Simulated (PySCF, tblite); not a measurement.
# C4H12O2Si3: geometry, infrared bands and NMR shifts

What infrared bands and NMR shifts should C4H12O2Si3 (`CC(=O)[SiH2]C([SiH3])([SiH3])C=O`) show?

Programs: tblite 0.8.0 and PySCF 2.14.0, with density-fitted response routines of our own. Each step states its level of theory. These are calculated values for one molecule in the gas phase, unless marked as measured. Atoms are numbered from 0 throughout.

### 1 The starting structure

21 atoms, charge 0, multiplicity 1; geometry from: force field or distance geometry start.

Bonds of the start (Å): C0–C1 1.52, C1–O2 1.22, C1–Si3 1.88, Si3–C4 1.86, C4–Si5 1.86, C4–Si6 1.85, C4–C7 1.51, C7–O8 1.23, C0–H9 1.09, C0–H10 1.09, C0–H11 1.10, Si3–H12 1.50, Si3–H13 1.49, Si5–H14 1.49, Si5–H15 1.49, Si5–H16 1.48, Si6–H17 1.48, Si6–H18 1.48, Si6–H19 1.49, C7–H20 1.12.

### 2 Optimising the geometry with GFN2-xTB

The job: settings as JSON, then the geometry in Å.

```
{"job": {"kind": "relax", "xc": "GFN2-xTB", "basis": "xTB"}, "charge": 0, "multiplicity": 1}
C      3.052800    -0.701000     1.199400
C      2.166300     0.024300     0.206700
O      2.457000     1.089400    -0.300600
Si     0.532300    -0.765400    -0.301600
C     -0.937400     0.206500     0.288200
Si    -1.046000     1.682800    -0.833200
Si    -2.404500    -0.827000    -0.151200
C     -0.914800     0.594400     1.742700
O     -0.126900     0.126200     2.560700
H      3.390700    -1.642300     0.776800
H      3.910900    -0.077700     1.430200
H      2.495900    -0.888900     2.130900
H      0.473300    -2.145400     0.291800
H      0.498300    -1.004600    -1.768100
H     -0.001400     2.688300    -0.500500
H     -2.327500     2.388400    -0.570100
H     -0.988200     1.344000    -2.270900
H     -3.650400    -0.122800     0.236300
H     -2.488000    -1.161000    -1.585800
H     -2.395800    -2.096400     0.627800
H     -1.705400     1.304800     2.080300
```

Started as:

```console
$ OMP_NUM_THREADS=1 python probes_run.py task.json out
```

One launch serves the whole session: the jobs run in the order shown.

**Question.** This job is followed by: GFN2-xTB harmonic vibrations, gas phase; GIAO PBE0/pcSseg-1 NMR shielding, non-relativistic, gas phase. What will the session give for the following? strongest single infrared mode (GFN2-xTB); zero-point energy (GFN2-xTB); ¹³C shifts against TMS (PBE0/pcSseg-1); ¹H shifts against TMS (PBE0/pcSseg-1, means over atoms taken as alike); ¹⁷O shifts against H2O (PBE0/pcSseg-1); ²⁹Si shifts against TMS (PBE0/pcSseg-1, means over atoms taken as alike); surface potential, 1st and 99th percentile.

The runs gave:

| quantity | value |
| --- | --- |
| strongest single infrared mode (GFN2-xTB) | 733 cm⁻¹, 620 km/mol |
| zero-point energy (GFN2-xTB) | 86.1 kcal/mol |
| ¹³C shifts against TMS (PBE0/pcSseg-1) | 252.5, 210.3, 37.9, 31.9 ppm |
| ¹H shifts against TMS (PBE0/pcSseg-1, means over atoms taken as alike) | 9.54, 4.33, 4.26, 2.76 ppm |
| ¹⁷O shifts against H2O (PBE0/pcSseg-1) | 684.5, 631.2 ppm |
| ²⁹Si shifts against TMS (PBE0/pcSseg-1, means over atoms taken as alike) | -59.5, -80.4 ppm |
| surface potential, 1st and 99th percentile | -1.31 V and 1.37 V |

What this shows: Relaxing lowered the energy by 0.644 eV in 149 steps; the close pair that moved most is C4–Si5, from 1.857 to 1.971 Å. All 57 modes are real, so the xTB geometry is a minimum. The strongest single mode, at 733 cm⁻¹, has its largest shares on C4, H15, H14 and Si5 (the list is cut at 4 atoms). Unscaled tight-binding wavenumbers are off by several per cent, some by more. Its intensities can rank the bands wrongly. The most deshielded hydrogen is H20 (hydrogen on an aldehyde carbonyl carbon), at 9.54 ppm: deshielded by the polar, anisotropic C=O bond. At PBE0/pcSseg-1: Shielding is most anisotropic at O2 (span 1243 ppm, paramagnetic term -755 ppm). By nearest atom (PBE0/pcSseg-1), the HOMO sits on O2 39 %; C1 14 % and the LUMO on C1 40 %; O2 23 %.
